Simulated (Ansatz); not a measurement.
# C2H2FInS: taking an electron away

One table from this session's results is given with a row withheld; the runs are named, their logs left out.

Computed with Ansatz 0.2.0, Gaussian basis. Level: unrestricted cation, the program's frozen cores in correlated methods.

Levels to be run: UKS PBE-D4/def2-TZVPP; UKS r2SCAN-D4/def2-TZVPP; UKS PBE0-D4/def2-TZVPP; UKS B3LYP-D4/def2-TZVPP; UKS wB97X-V/def2-TZVPP; UKS wB97M-V/def2-TZVPP; UKS B2PLYP/def2-TZVPP; UHF-CCSD(T)/def2-TZVPP; UHF-MP2/def2-QZVPP; extrapolation to the limit; then −ε(HOMO) from the neutral's earlier runs with LDA (SPW92), PBE-D4, revPBE-D4, BLYP-D4, r2SCAN-D4, B97M-V, PBE0-D4, B3LYP-D4, r2SCANh-D4, r2SCAN0-D4, HSE06-D4, BHLYP-D4, CAM-B3LYP-D4, LC-ωPBE, ωB97X-V, ωB97M-V.

**The relaxed structure**

The geometry comes from an earlier relaxation with PBE0-D4 in a triple-zeta def2 set; it is a stationary point, not always the lowest conformer. In takes the def2 core potential; no spin-orbit term is included.

SMILES `FC1=[CH][InH][S]1`, 7 atoms, charge 0, spin multiplicity 1.

Atoms are counted from 1 here; the program's logs count them from 0.

Bond lengths: F1–C2 1.329 Å, C2–C3 1.343 Å, C2–S5 1.771 Å, C3–In4 2.086 Å, C3–H6 1.081 Å, In4–S5 2.489 Å, In4–H7 1.684 Å. Angles: F1–C2–C3 123.3°, F1–C2–S5 115.4°, C3–C2–S5 121.3°, C2–C3–In4 94.4°, C2–C3–H6 124.3°, In4–C3–H6 141.3°, C3–In4–S5 72.4°, C3–In4–H7 158.1°, S5–In4–H7 129.5°, C2–S5–In4 71.8°.

Set-up of the first run:

Contents of in.yaml:

```yaml
crystal:
  periodic: [false, false, false]
  atoms:
    - {symbol: F, position_ang: [0.165121, -1.365087, 1.945627]}
    - {symbol: C, position_ang: [0.016578, -0.708085, 0.800087]}
    - {symbol: C, position_ang: [0.404993, 0.565648, 0.624906]}
    - {symbol: In, position_ang: [-0.222360, 0.652127, -1.363014]}
    - {symbol: S, position_ang: [-0.739510, -1.628942, -0.510558]}
    - {symbol: H, position_ang: [0.870271, 1.171086, 1.390411]}
    - {symbol: H, position_ang: [-0.495073, 1.313243, -2.887459]}
basis:
  gaussian: {orbitals: def2-TZVPP}
total_charge: 1
magnetization: {spin_polarized: true, initial_magnetization: 1}
hamiltonian: {xc: pbe, dispersion: d4}
```

Started as:

```sh
ansatz run in.yaml --threads 2 --pin off --events-out ev --progress --plain --max-ram 22528MiB --backend cpu
```

Among the steps run: Cation, UKS PBE-D4/def2-TZVPP; Cation, UKS r2SCAN-D4/def2-TZVPP; Cation, UKS PBE0-D4/def2-TZVPP; Cation, UKS B3LYP-D4/def2-TZVPP; Cation, UKS wB97X-V/def2-TZVPP; Cation, UKS wB97M-V/def2-TZVPP; Cation, UKS B2PLYP (frozen core)/def2-TZVPP; Cation, UHF-CCSD(T)/def2-TZVPP; Cation, UHF-MP2/def2-QZVPP.

One of the session's tables, all rows but one given; the rest of the session is left out.

Orbital estimates, from the neutral's runs:

```
  functional  −ε(HOMO) (eV)
 LDA (SPW92)           5.34
      PBE-D4           5.16
   revPBE-D4           5.09
     BLYP-D4           5.00
   r2SCAN-D4              ?
      B97M-V           5.39
     PBE0-D4           6.23
    B3LYP-D4           6.01
  r2SCANh-D4           5.76
  r2SCAN0-D4           6.36
    HSE06-D4           5.83
    BHLYP-D4           7.15
CAM-B3LYP-D4           7.47
     LC-ωPBE           8.78
     ωB97X-V           8.44
     ωB97M-V           8.31
```

Estimate the missing values for r2SCAN-D4.

Worked estimate for «−ε(HOMO) (eV)». Against the share of exact exchange, r2SCANh-D4 (0.1, 5.76), r2SCAN0-D4 (0.25, 6.36) give a slope of 4.00 per unit share; at 0 the line stands at 5.36.

**Answer.** −ε(HOMO) (eV): 5.36. In «−ε(HOMO) (eV)» the line misses by 0.00.
